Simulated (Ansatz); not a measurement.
# SiO2 (Cristobalite): the cost of one run

Program: Ansatz 0.2.0. Level of theory: DFT, PBE, plane-wave PAW, default files, scalar-relativistic, as far as a step names no other. These are calculated values, not measurements.

The COD cell was measured well above room temperature, so it is larger than a cold one.

## 1. The structure to begin with

The structure is tetragonal, space group P4_12_12 (No. 92). The conventional cell has a = 4.993 Å, b = 4.993 Å, c = 7.005 Å, α = 90.00°, β = 90.00°, γ = 90.00°. Si (site symmetry 2) has 4 O at 1.60 Å as nearest neighbours. O (site symmetry 1) is surrounded by 2 Si at 1.60 Å.

As a file:

```cif
data_structure
_symmetry_space_group_name_H-M 'P4_12_12'
_symmetry_Int_Tables_number 92
_cell_length_a 4.9930
_cell_length_b 4.9930
_cell_length_c 7.0050
_cell_angle_alpha 90.000
_cell_angle_beta 90.000
_cell_angle_gamma 90.000
_cell_volume 174.63
loop_
_atom_site_label
_atom_site_type_symbol
_atom_site_symmetry_multiplicity
_atom_site_Wyckoff_symbol
_atom_site_fract_x
_atom_site_fract_y
_atom_site_fract_z
_atom_site_occupancy
Si1 Si 4 a 0.29665 0.29665 0.00000 1
O1 O 8 b 0.24060 0.09660 0.17468 1
```

## 2. Gradients at the starting positions

Contents of input.yaml:

```yaml
crystal:
  lattice:
    - [4.993, 0.0, 0.0]
    - [0.0, 4.993, 0.0]
    - [0.0, 0.0, 7.005]
  atoms:
    - { symbol: Si, position: [0.29665, 0.29665, 0.0] }
    - { symbol: Si, position: [0.20335, 0.79665, 0.25] }
    - { symbol: Si, position: [0.70335, 0.70335, 0.5] }
    - { symbol: Si, position: [0.79665, 0.20335, 0.75] }
    - { symbol: O, position: [0.2406, 0.0966, 0.17468] }
    - { symbol: O, position: [0.4034, 0.7406, 0.42468] }
    - { symbol: O, position: [0.7594, 0.9034, 0.67468] }
    - { symbol: O, position: [0.5966, 0.2594, 0.92468] }
    - { symbol: O, position: [0.7406, 0.4034, 0.57532] }
    - { symbol: O, position: [0.9034, 0.7594, 0.32532] }
    - { symbol: O, position: [0.2594, 0.5966, 0.07532] }
    - { symbol: O, position: [0.0966, 0.2406, 0.82532] }
kpoints:
  mp_grid: { grid: [5, 5, 3] }
scf:
  occupations: { method: fermi_dirac, width: 0.02 }
hamiltonian:
  xc: pbe
  pseudopotentials: { kind: paw }
output:
  forces: true
  stress: true
  populations: true
  efg: { quadrupole_moments_barn: { O: -0.02558 }, contact_densities: true }
  write_density: true
  write_potential: true
  elf: true
  volumetric_format: npy
```

On the command line:

```console
$ ansatz run input.yaml --threads 1 --pin off --max-ram 2560MiB --backend cpu --events-out ev --progress --plain --runs-dir out
```

Q: Estimate wall time and peak memory on 1 thread of AMD EPYC 7R43 (Zen 3), shared host.

About 14 s, with a peak of 0.44 GiB.
